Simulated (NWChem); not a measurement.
**C2H8ClNSi (SMILES CCN[SiH2]Cl) at 4 levels**

We compute a comparison of 4 runs (HF/STO-3G, HF/3-21G, B3LYP/6-31G*) of C2H8ClNSi. 

Program for the calculation: NWChem 7.3.0.

## Step 1: The molecule

The species is C2H8ClNSi (13 atoms), meant as a singlet with charge 0. SMILES: `CCN[SiH2]Cl`. The shape is that of a PBE0-D4/def2-TZVP optimisation. This is one conformer, not always the lowest.

Bond lengths: C1–C2 1.519 Å, C2–N3 1.453 Å, N3–Si4 1.696 Å, Si4–Cl5 2.077 Å, C1–H6 1.094 Å, C1–H7 1.093 Å, C1–H8 1.092 Å, C2–H9 1.095 Å, C2–H10 1.096 Å, N3–H11 1.009 Å, Si4–H12 1.479 Å, Si4–H13 1.480 Å. Some angles: C1–C2–N3 113.9°, C2–N3–Si4 124.5°, N3–Si4–Cl5 115.2°, C1–C2–H9 109.7°, C1–C2–H10 109.9°, N3–C2–H9 107.7°, N3–C2–H10 109.3°, C2–C1–H6 110.8°, C2–C1–H7 110.8°, C2–C1–H8 110.9°.

## Step 2: Energy and forces at HF/STO-3G (run 1)

run.py

```python
from ase import Atoms
from ase.calculators.nwchem import NWChem

system = Atoms(['C', 'C', 'N', 'Si', 'Cl', 'H', 'H', 'H', 'H', 'H', 'H', 'H', 'H'], positions=[
    [-0.399600, -0.157500, 1.707900],
    [0.420100, 0.626800, 0.698300],
    [-0.171000, 0.676200, -0.627800],
    [0.227100, -0.376300, -1.897000],
    [-0.428300, -2.333400, -1.662600],
    [-1.393300, 0.283100, 1.827800],
    [0.085900, -0.156400, 2.687200],
    [-0.527800, -1.192500, 1.384600],
    [1.415200, 0.180500, 0.603100],
    [0.580300, 1.648500, 1.061000],
    [-1.076700, 1.120700, -0.648000],
    [-0.411700, 0.126100, -3.132600],
    [1.700200, -0.480500, -1.986900],
])

calc = NWChem(
    label='m1',
    theory='scf',
    memory='2200 mb',
    basis='STO-3G',
    basispar='spherical bse',
    scf={'nopen': '0', 'rhf': None, 'thresh': '1e-08', 'maxiter': '80'},
)
system.calc = calc

forces = system.get_forces()
e = system.get_potential_energy()
print(f"E = {e:.6f} eV")
print("forces (eV/A):")
for s, f in zip(system.symbols, forces):
    print(f"{s:2s} {f[0]:10.5f} {f[1]:10.5f} {f[2]:10.5f}")
print("dipole (e A):", system.get_dipole_moment().round(4))
```

Launch:

```sh
$ export ASE_NWCHEM_COMMAND="nwchem PREFIX.nwi > PREFIX.nwo"
$ python run.py
```

Output:

```text
E = -23768.507255 eV
forces (eV/A):
C    -0.80923   -0.67126    1.08531
C     1.05390    0.63059   -0.18008
N     0.03605   -0.14774   -0.75518
Si    1.24297    0.93681   -1.63275
Cl   -0.26919   -0.49766    0.15396
H     0.30925   -0.11447   -0.06613
H    -0.10763   -0.02396   -0.31414
H     0.05163    0.24138    0.10202
H    -0.12634    0.00458    0.10428
H    -0.10110   -0.08670    0.07862
H    -0.43611    0.18718    0.15406
H     0.68911   -0.55500    1.24318
H    -1.53335    0.09626    0.02684
dipole (e A): [0.0911 0.5888 0.0507]
```

The calculator wrote m1.nwi:

```
title "m1"

permanent_dir m1

scratch_dir m1

start m1

geometry units angstrom nocenter noautosym noautoz
  C  -3.9960000000000001e-01 -1.5750000000000000e-01 1.7079000000000000e+00
  C  4.2009999999999997e-01 6.2680000000000002e-01 6.9830000000000003e-01
  N  -1.7100000000000001e-01 6.7620000000000002e-01 -6.2780000000000002e-01
  Si 2.2710000000000000e-01 -3.7630000000000002e-01 -1.8970000000000000e+00
  Cl -4.2830000000000001e-01 -2.3334000000000001e+00 -1.6626000000000001e+00
  H  -1.3933000000000000e+00 2.8310000000000002e-01 1.8278000000000001e+00
  H  8.5900000000000004e-02 -1.5640000000000001e-01 2.6871999999999998e+00
  H  -5.2780000000000005e-01 -1.1924999999999999e+00 1.3846000000000001e+00
  H  1.4152000000000000e+00 1.8049999999999999e-01 6.0309999999999997e-01
  H  5.8030000000000004e-01 1.6485000000000001e+00 1.0609999999999999e+00
  H  -1.0767000000000000e+00 1.1207000000000000e+00 -6.4800000000000002e-01
  H  -4.1170000000000001e-01 1.2609999999999999e-01 -3.1326000000000001e+00
  H  1.7001999999999999e+00 -4.8049999999999998e-01 -1.9869000000000001e+00
end

memory 2200 mb

basis spherical bse noprint
   * library STO-3G
end

scf
  nopen 0
  rhf
  thresh 1e-08
  maxiter 80
end

task scf gradient
```

m1.nwo, shortened:

```text
[...]
      One-electron energy =  -1791.331947606541
[... 1 line left out ...]
 Nuclear repulsion energy =    292.768207945620
[... 47 lines left out ...]
                       ROHF Final Molecular Orbital Analysis
[... 228 lines left out ...]
     1   1 0 0      0.172064      0.000000     -9.077488
[...]
  wavefunction    =   RHF
                         RHF ENERGY GRADIENTS
    atom               coordinates                        gradient
                 x          y          z           x          y          z
   1 C      -0.755135  -0.297632   3.227463    0.015737   0.013054  -0.021106
   2 C       0.793874   1.184480   1.319596   -0.020495  -0.012263   0.003502
   3 N      -0.323143   1.277833  -1.186370   -0.000701   0.002873   0.014686
[... 9 lines of this table left out ...]
  13 H       3.212912  -0.908013  -3.754697    0.029819  -0.001872  -0.000522
[...]
```

It took 5.1 s on 1 thread of Intel Xeon 6975P-C (Granite Rapids), shared host; peak memory 0.096 GiB.

## Step 3: Energy and forces at HF/3-21G (run 2)

calc.xyz

```xyz
13

C     -0.399600    -0.157500     1.707900
C      0.420100     0.626800     0.698300
N     -0.171000     0.676200    -0.627800
Si     0.227100    -0.376300    -1.897000
Cl    -0.428300    -2.333400    -1.662600
H     -1.393300     0.283100     1.827800
H      0.085900    -0.156400     2.687200
H     -0.527800    -1.192500     1.384600
H      1.415200     0.180500     0.603100
H      0.580300     1.648500     1.061000
H     -1.076700     1.120700    -0.648000
H     -0.411700     0.126100    -3.132600
H      1.700200    -0.480500    -1.986900
```

run.py

```python
from ase.io import read
from ase.calculators.nwchem import NWChem

molecule = read('calc.xyz')

calc = NWChem(
    label='calc',
    theory='scf',
    memory='2200 mb',
    basis='3-21G',
    basispar='spherical bse',
    scf={'nopen': '0', 'rhf': None, 'thresh': '1e-08', 'maxiter': '80', 'print': 'low'},
)
molecule.calc = calc

forces = molecule.get_forces()
print(f"energy = {molecule.get_potential_energy():.6f} eV")
print("forces (eV/A):")
for s, f in zip(molecule.symbols, forces):
    print(f"{s:2s} {f[0]:10.5f} {f[1]:10.5f} {f[2]:10.5f}")
```

Launch:

```sh
$ export ASE_NWCHEM_COMMAND="nwchem PREFIX.nwi > PREFIX.nwo"
$ python run.py
```

Output:

```text
energy = -23914.934027 eV
forces (eV/A):
C    -0.50671   -0.46419    0.52358
C     1.19844    0.69631    0.47745
N    -1.12229    0.28622    0.21788
Si    1.10120    1.63810   -1.17906
Cl   -0.72433   -2.09262    0.23371
H     0.26961   -0.10218   -0.04967
H    -0.11462   -0.00237   -0.28298
H     0.04083    0.28159    0.09966
H    -0.30529    0.11791    0.08608
H    -0.09996   -0.35106   -0.11796
H     0.29717    0.09112   -0.00951
H     0.05667   -0.08017    0.04314
H    -0.09066   -0.01861   -0.04232
```

The calculator wrote calc.nwi:

```
title "calc"

permanent_dir calc

scratch_dir calc

start calc

geometry units angstrom nocenter noautosym noautoz
  C  -3.9960000000000001e-01 -1.5750000000000000e-01 1.7079000000000000e+00
  C  4.2009999999999997e-01 6.2680000000000002e-01 6.9830000000000003e-01
  N  -1.7100000000000001e-01 6.7620000000000002e-01 -6.2780000000000002e-01
  Si 2.2710000000000000e-01 -3.7630000000000002e-01 -1.8970000000000000e+00
  Cl -4.2830000000000001e-01 -2.3334000000000001e+00 -1.6626000000000001e+00
  H  -1.3933000000000000e+00 2.8310000000000002e-01 1.8278000000000001e+00
  H  8.5900000000000004e-02 -1.5640000000000001e-01 2.6871999999999998e+00
  H  -5.2780000000000005e-01 -1.1924999999999999e+00 1.3846000000000001e+00
  H  1.4152000000000000e+00 1.8049999999999999e-01 6.0309999999999997e-01
  H  5.8030000000000004e-01 1.6485000000000001e+00 1.0609999999999999e+00
  H  -1.0767000000000000e+00 1.1207000000000000e+00 -6.4800000000000002e-01
  H  -4.1170000000000001e-01 1.2609999999999999e-01 -3.1326000000000001e+00
  H  1.7001999999999999e+00 -4.8049999999999998e-01 -1.9869000000000001e+00
end

memory 2200 mb

basis spherical bse noprint
   * library 3-21G
end

scf
  nopen 0
  rhf
  thresh 1e-08
  maxiter 80
  print low
end

task scf gradient
```

calc.nwo:

```text
Northwest Computational Chemistry Package (NWChem) 7.3.0
             --------------------------------------------------------

           Job information
           ---------------

    nwchem branch   = 7.3.0
    use scalapack   = T
    input           = calc.nwi
    prefix          = calc.
    data base       = calc/calc.db
    status          = startup
    nproc           =        1

           Memory information
           ------------------

    heap     =     72089598 doubles =      550.0 Mbytes
    stack    =     72089595 doubles =      550.0 Mbytes
    global   =    144179200 doubles =     1100.0 Mbytes (distinct from heap & stack)
    total    =    288358393 doubles =     2200.0 Mbytes
    verify   = yes
    hardfail = no

           Directory information
           ---------------------

  0 permanent = calc
  0 scratch   = calc

                                NWChem Input Module
                                -------------------

                                       calc
                                       ----

[... 27 lines left out ...]
            Nuclear Dipole moment (a.u.)
[... 62 lines left out ...]
                                       calc

  ao basis        = "ao basis"
  functions       =    69
  atoms           =    13
  closed shells   =    29
  open shells     =     0
  charge          =   0.00
  wavefunction    = RHF
  input vectors   = atomic
  output vectors  = calc/calc.movecs
  use symmetry    = F
  symmetry adapt  = F

 Forming initial guess at       0.0s

 Starting SCF solution at       0.1s

       Final RHF  results
       ------------------

         Total SCF energy =   -878.857622518495
      One-electron energy =  -1794.782414172043
      Two-electron energy =    623.156583707928
 Nuclear repulsion energy =    292.768207945620

        Time for solution =      3.1s

                              NWChem Gradients Module
                              -----------------------

                         RHF ENERGY GRADIENTS

    atom               coordinates                        gradient
                 x          y          z           x          y          z
   1 C      -0.755135  -0.297632   3.227463    0.009854   0.009027  -0.010182
   2 C       0.793874   1.184480   1.319596   -0.023306  -0.013541  -0.009285
   3 N      -0.323143   1.277833  -1.186370    0.021825  -0.005566  -0.004237
[... 9 lines of this table left out ...]
  13 H       3.212912  -0.908013  -3.754697    0.001763   0.000362   0.000823

 Task  times  cpu:        4.2s     wall:        4.2s
 Total times  cpu:        4.2s     wall:        4.2s
```

It took 5.4 s on 1 thread of Intel Xeon 6975P-C (Granite Rapids), shared host; peak memory 0.099 GiB.

## Step 4: Energy and forces at B3LYP/6-31G(d) (spherical functions) (run 3)

run.py

```python
from ase import Atoms
from ase.calculators.nwchem import NWChem

atoms = Atoms(['C', 'C', 'N', 'Si', 'Cl', 'H', 'H', 'H', 'H', 'H', 'H', 'H', 'H'], positions=[
    [-0.399600, -0.157500, 1.707900],
    [0.420100, 0.626800, 0.698300],
    [-0.171000, 0.676200, -0.627800],
    [0.227100, -0.376300, -1.897000],
    [-0.428300, -2.333400, -1.662600],
    [-1.393300, 0.283100, 1.827800],
    [0.085900, -0.156400, 2.687200],
    [-0.527800, -1.192500, 1.384600],
    [1.415200, 0.180500, 0.603100],
    [0.580300, 1.648500, 1.061000],
    [-1.076700, 1.120700, -0.648000],
    [-0.411700, 0.126100, -3.132600],
    [1.700200, -0.480500, -1.986900],
])

calc = NWChem(
    label='mymol',
    theory='dft',
    memory='2200 mb',
    basis='6-31G*',
    basispar='spherical bse',
    dft={'xc': 'b3lyp', 'mult': '1', 'grid': 'fine', 'convergence': 'energy 1e-08', 'iterations': '100', 'mulliken': None, 'print': 'low'},
)
atoms.calc = calc

forces = atoms.get_forces()
print(f"energy = {atoms.get_potential_energy():.6f} eV")
print("forces (eV/A):")
for s, f in zip(atoms.symbols, forces):
    print(f"{s:2s} {f[0]:10.5f} {f[1]:10.5f} {f[2]:10.5f}")
```

Launch:

```sh
$ export ASE_NWCHEM_COMMAND="nwchem PREFIX.nwi > PREFIX.nwo"
$ python run.py
```

Output:

```text
energy = -24096.605957 eV
forces (eV/A):
C    -0.11323   -0.11884    0.16933
C     0.26143    0.12804    0.17376
N     0.00098    0.20466   -0.07271
Si    0.22502    0.08665   -0.41246
Cl   -0.15689   -0.48460    0.00674
H    -0.12074    0.03816    0.02982
H     0.04494   -0.00509    0.12120
H    -0.02093   -0.10716   -0.00694
H     0.08521   -0.01620   -0.00663
H     0.01697    0.10876    0.03378
H    -0.23356    0.12418   -0.00468
H    -0.00118    0.02365   -0.01836
H     0.01203    0.01779   -0.01291
```

The calculator wrote mymol.nwi:

```
title "mymol"

permanent_dir mymol

scratch_dir mymol

start mymol

geometry units angstrom nocenter noautosym noautoz
  C  -3.9960000000000001e-01 -1.5750000000000000e-01 1.7079000000000000e+00
  C  4.2009999999999997e-01 6.2680000000000002e-01 6.9830000000000003e-01
  N  -1.7100000000000001e-01 6.7620000000000002e-01 -6.2780000000000002e-01
  Si 2.2710000000000000e-01 -3.7630000000000002e-01 -1.8970000000000000e+00
  Cl -4.2830000000000001e-01 -2.3334000000000001e+00 -1.6626000000000001e+00
  H  -1.3933000000000000e+00 2.8310000000000002e-01 1.8278000000000001e+00
  H  8.5900000000000004e-02 -1.5640000000000001e-01 2.6871999999999998e+00
  H  -5.2780000000000005e-01 -1.1924999999999999e+00 1.3846000000000001e+00
  H  1.4152000000000000e+00 1.8049999999999999e-01 6.0309999999999997e-01
  H  5.8030000000000004e-01 1.6485000000000001e+00 1.0609999999999999e+00
  H  -1.0767000000000000e+00 1.1207000000000000e+00 -6.4800000000000002e-01
  H  -4.1170000000000001e-01 1.2609999999999999e-01 -3.1326000000000001e+00
  H  1.7001999999999999e+00 -4.8049999999999998e-01 -1.9869000000000001e+00
end

memory 2200 mb

basis spherical bse noprint
   * library 6-31G*
end

dft
  xc b3lyp
  mult 1
  grid fine
  convergence energy 1e-08
  iterations 100
  mulliken
  print low
end

task dft gradient
```

mymol.nwo:

```text
Northwest Computational Chemistry Package (NWChem) 7.3.0
             --------------------------------------------------------

           Job information
           ---------------

    nwchem branch   = 7.3.0
    use scalapack   = T
    input           = mymol.nwi
    prefix          = mymol.
    data base       = mymol/mymol.db
    status          = startup
    nproc           =        1

           Memory information
           ------------------

    heap     =     72089598 doubles =      550.0 Mbytes
    stack    =     72089595 doubles =      550.0 Mbytes
    global   =    144179200 doubles =     1100.0 Mbytes (distinct from heap & stack)
    total    =    288358393 doubles =     2200.0 Mbytes
    verify   = yes
    hardfail = no

           Directory information
           ---------------------

  0 permanent = mymol
  0 scratch   = mymol

                                NWChem Input Module
                                -------------------

                                       mymol
                                       -----

[... 27 lines left out ...]
            Nuclear Dipole moment (a.u.)
[... 84 lines left out ...]
   convergence    iter        energy       DeltaE   RMS-Dens  Diis-err    time
[... 11 lines left out ...]
         Total DFT energy =     -885.533942849362
      One electron energy =    -1801.368355827893
           Coulomb energy =      693.167766723182
    Exchange-Corr. energy =      -70.101561690271
 Nuclear repulsion energy =      292.768207945620
[... 17 lines left out ...]
     -------------------------------------------
      Total Density - Lowdin Population Analysis
     -------------------------------------------

    Atom       Charge   Shell Charges
 -----------   ------   -------------------------------------------------------
    1 C    6     6.38   1.99  0.56  1.93  0.43  1.40  0.07
    2 C    6     6.16   1.99  0.53  1.88  0.40  1.25  0.12
    3 N    7     7.44   1.99  0.68  2.39  0.53  1.79  0.05
[... 9 lines of this table left out ...]
   13 H    1     1.05   0.51  0.54

                         DFT ENERGY GRADIENTS

    atom               coordinates                        gradient
                 x          y          z           x          y          z
   1 C      -0.755135  -0.297632   3.227463    0.002202   0.002311  -0.003293
   2 C       0.793874   1.184480   1.319596   -0.005084  -0.002490  -0.003379
   3 N      -0.323143   1.277833  -1.186370   -0.000019  -0.003980   0.001414
[... 9 lines of this table left out ...]
  13 H       3.212912  -0.908013  -3.754697   -0.000234  -0.000346   0.000251

 Task  times  cpu:       27.3s     wall:       27.3s
 Total times  cpu:       27.3s     wall:       27.3s
```

It took 29 s on 1 thread of Intel Xeon 6975P-C (Granite Rapids), shared host; peak memory 0.12 GiB.

## Step 5: Energy and forces at B3LYP/6-31G(d) (Cartesian functions) (run 4)

work.nw

```
start work
memory total 2200 mb
geometry units angstrom noautosym nocenter noautoz
C     -0.399600    -0.157500     1.707900
C      0.420100     0.626800     0.698300
N     -0.171000     0.676200    -0.627800
Si     0.227100    -0.376300    -1.897000
Cl    -0.428300    -2.333400    -1.662600
H     -1.393300     0.283100     1.827800
H      0.085900    -0.156400     2.687200
H     -0.527800    -1.192500     1.384600
H      1.415200     0.180500     0.603100
H      0.580300     1.648500     1.061000
H     -1.076700     1.120700    -0.648000
H     -0.411700     0.126100    -3.132600
H      1.700200    -0.480500    -1.986900
end
basis
* library 6-31G*
end
dft
xc b3lyp
grid fine
convergence energy 1e-08
iterations 100
mulliken
end
task dft gradient
```

Launch:

```sh
$ nwchem work.nw > work.out
```

Output, shortened:

```text
[...]
          Wavefunction type:  closed shell.
          No. of atoms     :    13
          No. of electrons :    58
[...]
          Charge           :     0
          Spin multiplicity:     1
[...]
          AO basis - number of functions:    99
[...]
              XC Information
              --------------
                         B3LYP Method XC Potential
                     Hartree-Fock (Exact) Exchange  0.200
                        Slater Exchange Functional  0.800 local
                    Becke 1988 Exchange Functional  0.720 non-local
              Lee-Yang-Parr Correlation Functional  0.810
                  VWN I RPA Correlation Functional  0.190 local
[...]
 d= 0,ls=0.0,diis     1   -885.4777407586 -1.18D+03  1.02D-02  7.15D-01     3.0
[...]
 d= 0,ls=0.0,diis     8   -885.5413597618  4.15D-09  4.25D-06  3.17D-07    19.3
         Total DFT energy =     -885.541359761804
      One electron energy =    -1801.239837797728
           Coulomb energy =      692.974539691322
    Exchange-Corr. energy =      -70.044269601018
 Nuclear repulsion energy =      292.768207945620
[...]
      Total Density - Mulliken Population Analysis
     ---------------------------------------------
[...]
  wavefunction    = closed shell
                         DFT ENERGY GRADIENTS
    atom               coordinates                        gradient
                 x          y          z           x          y          z
   1 C      -0.755135  -0.297632   3.227463    0.002115   0.002241  -0.003174
   2 C       0.793874   1.184480   1.319596   -0.004926  -0.002373  -0.003473
   3 N      -0.323143   1.277833  -1.186370   -0.000207  -0.003809   0.001582
   4 Si      0.429157  -0.711104  -3.584810   -0.004289  -0.002023   0.007723
   5 Cl     -0.809370  -4.409487  -3.141858    0.003100   0.009573  -0.000111
   6 H      -2.632955   0.534981   3.454041    0.002307  -0.000726  -0.000582
   7 H       0.162327  -0.295553   5.078072   -0.000854   0.000096  -0.002325
   8 H      -0.997397  -2.253498   2.616515    0.000401   0.002041   0.000112
   9 H       2.674340   0.341096   1.139694   -0.001647   0.000294   0.000139
  10 H       1.096608   3.115213   2.004999   -0.000324  -0.002101  -0.000628
  11 H      -2.034668   2.117816  -1.224542    0.004539  -0.002398   0.000132
[...]
```

Wall time 28 s (1 thread of Intel Xeon 6975P-C (Granite Rapids), shared host); peak memory 0.13 GiB.

## Step 6: All runs side by side

| run | level | iteration cap | module | energy (Eh) | largest force (eV/Å) | wall time |
| --- | --- | --- | --- | --- | --- | --- |
| 1 | HF/STO-3G | 80 | scf | -873.476538 | 2.256 | 5.1 s |
| 2 | HF/3-21G | 80 | scf | -878.857623 | 2.299 | 5.4 s |
| 3 | B3LYP/6-31G* (spherical functions) | 100 | dft | -885.533943 | 0.509 | 29 s |
| 4 | B3LYP/6-31G* (Cartesian functions) | 100 | dft | -885.541360 | 0.517 | 28 s |

## Step 7: What came out

| quantity | value |
| --- | --- |
| run 4: total energy | -885.54136 Eh |
| run 4: dipole moment | 2.56 D |
| run 4: HOMO energy | -6.89 eV |
| run 4: LUMO energy | 0.98 eV |
| run 4: HOMO–LUMO gap | 7.86 eV |
| run 4: largest force on an atom | 0.517 eV/Å |

What this shows: In run 1 the basis is minimal, so the values are rough. All runs together took 67 s, the longest 29 s.
